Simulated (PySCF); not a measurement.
FCCl2H, in a box:

```
F C Cl H
1.0
    12.00000    0.00000    0.00000
     0.00000   11.00000    0.00000
     0.00000    0.00000   12.00000
F C Cl H
1 1 2 1
Direct
  0.43375 0.50176 0.60490
  0.48994 0.49552 0.50394
  0.60909 0.41067 0.50891
  0.39315 0.44515 0.40348
  0.51279 0.59285 0.47805
```

The cell isn't the ideal one: atoms moved at random, drawn with an rms of 0.05 Å.

Program: PySCF 2.14.0. Alike in all runs: task atomic charges; potentials or basis 6-31g* (all-electron); no spin polarisation; cell atoms moved at random, drawn with an rms of 0.05 Å; k mesh 1 × 1 × 1; smearing fixed.

Order these runs on this cell by their band gap on the k mesh, lowest first.
A. level SCAN; three-centre integrals read from an earlier run's file
B. level MN15-L; three-centre integrals read from an earlier run's file
C. level PBE
D. level X3LYP+D4; three-centre integrals read from an earlier run's file; three-body dispersion term yes; exxdiv ewald

C (6.44 eV), A (7.05 eV), B (7.75 eV), D (8.65 eV).

Caveats: this is a molecule in a periodic box at the Γ point, so its band gap is the HOMO-LUMO gap; the basis of atomic orbitals isn't converged, which shifts pressures, moduli and gaps.

